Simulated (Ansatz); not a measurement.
# AlFGeH₄: one species, many methods

One table from this session's results is given with a row withheld; the runs are named, their logs left out.

Method: functionals in def2-TZVPP, the program's frozen cores in correlated methods; program: Ansatz 0.2.0, Gaussian basis.

Levels to be run: LDA (SPW92), PBE-D4, revPBE-D4, BLYP-D4, r2SCAN-D4, B97M-V, PBE0-D4, B3LYP-D4, r2SCANh-D4, r2SCAN0-D4, HSE06-D4, BHLYP-D4, CAM-B3LYP-D4, LC-ωPBE, ωB97X-V, ωB97M-V, B2PLYP, PBE-QIDH; CCSD(T)/def2-SVP; CCSD(T)/def2-TZVPP; MP2/def2-QZVPP; extrapolation to the limit; RPA on PBE.

## The relaxed structure

The geometry comes from an earlier relaxation with PBE0-D4 in a triple-zeta def2 set; it is a stationary point, not always the lowest conformer.

SMILES `[F][GeH2][AlH2]`, 7 atoms, charge 0, spin multiplicity 1.

Atoms are counted from 1 here; the program's logs count them from 0.

Bond lengths: F1–Ge2 1.758 Å, Ge2–Al3 2.493 Å, Ge2–H4 1.546 Å, Ge2–H5 1.546 Å, Al3–H6 1.587 Å, Al3–H7 1.583 Å. Angles: F1–Ge2–Al3 108.2°, F1–Ge2–H4 104.5°, F1–Ge2–H5 104.5°, Al3–Ge2–H4 115.6°, Al3–Ge2–H5 115.7°, H4–Ge2–H5 107.3°, Ge2–Al3–H6 118.2°, Ge2–Al3–H7 120.5°, H6–Al3–H7 121.3°.

Set-up of the first run:

Contents of in.yaml:

```yaml
crystal:
  periodic: [false, false, false]
  atoms:
    - {symbol: F, position_ang: [-2.229174, 0.085229, 0.223533]}
    - {symbol: Ge, position_ang: [-0.744055, -0.302557, -0.633193]}
    - {symbol: Al, position_ang: [1.179826, 0.371083, 0.802720]}
    - {symbol: H, position_ang: [-0.856087, -1.814147, -0.935461]}
    - {symbol: H, position_ang: [-0.868363, 0.445699, -1.979881]}
    - {symbol: H, position_ang: [2.647673, 0.124503, 0.252787]}
    - {symbol: H, position_ang: [0.931479, 1.022090, 2.223794]}
basis:
  gaussian: {orbitals: def2-TZVPP}
hamiltonian: {xc: lda}
output: {orbitals: {seedname: orbitals}}
```

The run is started by

```sh
$ ansatz run in.yaml --threads 2 --pin off --events-out ev --progress --plain --max-ram 4352MiB
```

Among the steps run: LDA; PBE-D4 (GGA); revPBE-D4 (GGA); BLYP-D4 (GGA); r2SCAN-D4 (meta-GGA); B97M-V (meta-GGA); PBE0-D4 (hybrid); B3LYP-D4 (hybrid); r2SCANh-D4 (hybrid); r2SCAN0-D4 (hybrid); HSE06-D4 (hybrid); BHLYP-D4 (hybrid); CAM-B3LYP-D4 (range-separated); LC-ωPBE (range-separated); ωB97X-V (range-separated); ωB97M-V (range-separated); B2PLYP (double hybrid); PBE-QIDH (double hybrid).

One of the session's tables, all rows but one given; the rest of the session is left out.

It belongs to the step «Frontier levels by functional». 

```
  functional  HOMO (eV)  LUMO (eV)  gap (eV)
 LDA (SPW92)      -6.73      -3.33      3.40
      PBE-D4      -6.64      -3.11      3.53
   revPBE-D4      -6.60      -3.01      3.59
     BLYP-D4      -6.52      -3.00      3.52
   r2SCAN-D4      -6.92      -2.85      4.07
      B97M-V      -7.03      -3.07      3.96
     PBE0-D4      -7.80      -2.37      5.43
    B3LYP-D4      -7.61      -2.57      5.04
  r2SCANh-D4      -7.35      -2.60      4.75
  r2SCAN0-D4      -7.98      -2.22      5.76
    HSE06-D4      -7.41      -2.73      4.67
    BHLYP-D4      -8.85      -1.60      7.25
CAM-B3LYP-D4      -9.07      -1.42      7.65
     LC-ωPBE          ?          ?         ?
     ωB97X-V     -10.04      -0.45      9.58
     ωB97M-V      -9.82      -0.73      9.09
```

**Question.** Estimate the row for LC-ωPBE.

The run gave: HOMO (eV): -10.35; LUMO (eV): -0.33; gap (eV): 10.01. In the column «HOMO (eV)» it is the lowest.
